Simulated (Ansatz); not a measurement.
A nudged elastic band was laid between two geometries of a periodic cell of 17 atoms, Na₉Cl₈ (host NaCl, host structure Fm-3m, interstitial Na).

The calculation used DFT PBE, scalar-relativistic, plane waves, PAW (Ansatz 0.2.0). Settings: cutoff 420 eV, k mesh 2x2x2, fermi-dirac smearing 0.02 eV, spin collinear.

- movable images: 3
- climbing image: yes
- spring: 1.0 eV/Å²
- optimiser: quadratic models (default)
- start path: straight line
- force threshold: 0.05 eV/Å
- iteration limit: 80
- end points: relaxed

Initial state:

```xyz
17
Lattice="0.0000 5.6401 5.6401 5.6401 0.0000 5.6401 5.6401 5.6401 0.0000" Properties=species:S:1:pos:R:3
Na 0.193 0.195 -0.193
Cl 2.769 2.773 2.871
Na 2.634 2.635 -0.183
Cl 5.695 5.700 2.883
Na 2.822 -0.001 2.819
Cl 5.596 2.867 5.684
Na 5.825 2.634 3.008
Cl 8.399 5.698 5.586
Na -0.002 2.823 2.816
Cl 2.866 5.597 5.680
Na 2.645 5.814 2.995
Cl 5.710 8.386 5.570
Na 2.824 2.822 5.642
Cl 5.600 5.596 8.414
Na 5.637 5.635 5.644
Cl 8.503 8.500 8.417
Na 4.255 4.226 1.389
```

Final state:

```xyz
17
Lattice="0.0000 5.6401 5.6401 5.6401 0.0000 5.6401 5.6401 5.6401 0.0000" Properties=species:S:1:pos:R:3
Na -0.003 -0.004 -0.002
Cl 2.765 2.766 2.760
Na 2.824 2.824 -0.003
Cl 5.690 5.691 2.767
Na 2.821 -0.002 2.822
Cl 5.710 2.753 5.705
Na 5.822 2.639 2.637
Cl 8.505 5.594 5.599
Na -0.002 2.822 2.823
Cl 2.757 5.706 5.700
Na 2.643 5.818 2.641
Cl 5.594 8.505 5.597
Na 2.627 2.628 5.831
Cl 5.599 5.598 8.504
Na 5.828 5.829 5.826
Cl 8.502 8.501 8.506
Na 4.229 4.220 4.255
```

(1) What changes between the two ends?

(2) What energy profile does the band end with?

(3) What is the geometry of the highest image?

Results:

(1) Contacts lost: Na1–Na17, Na3–Na17, Cl8–Na17, Cl12–Na17. Contacts made: Cl6–Na17, Cl10–Na17, Na13–Na17, Na15–Na17. The atom that moves furthest is Na17, by 2.87 Å.

(2) The forces met the threshold. The highest image is number 2 of 0 to 4, 0.47 eV above the ends, which have the same energy within 2 meV. By the program's own check the climbing image is of a kind that is not told: the force calls were inconclusive, a negative curvature could not be distinguished from the path's own, the only one lies far off the path, or fixed occupations may fill a level only in part (lowest curvatures found: -1.24 and -0.08 eV/Å²). Limits of this set-up: coarse k mesh.

```tsv
image	path coordinate (Å)	energy (eV)	Na1–Na17 (Å)	Na3–Na17 (Å)	Cl8–Na17 (Å)
0	0.00	0.00	2.75	2.76	2.55
1	0.88	0.16	2.94	2.94	2.73
2	1.76	0.47	3.45	3.45	3.34
3	2.63	0.16	4.10	4.10	4.11
4	3.51	0.00	4.66	4.67	4.68
```

(3) 
```xyz
17
Lattice="0.0000 5.6401 5.6401 5.6401 0.0000 5.6401 5.6401 5.6401 0.0000" Properties=species:S:1:pos:R:3
Na 0.033 0.034 0.043
Cl 2.529 2.534 2.820
Na 2.787 2.788 0.043
Cl 5.928 5.933 2.820
Na 2.880 -0.060 2.820
Cl 5.611 2.850 5.505
Na 6.039 2.421 2.821
Cl 8.489 5.612 5.769
Na -0.060 2.881 2.821
Cl 2.849 5.612 5.511
Na 2.437 6.023 2.820
Cl 5.611 8.490 5.775
Na 2.787 2.788 5.598
Cl 5.528 5.523 8.460
Na 5.673 5.674 5.598
Cl 8.578 8.572 8.460
Na 4.243 4.219 2.820
```

The run took 110 s on 4 threads of Intel(R) Xeon(R) Platinum 8488C (Sapphire Rapids), with other jobs on the host, peak memory 2.2 GiB.
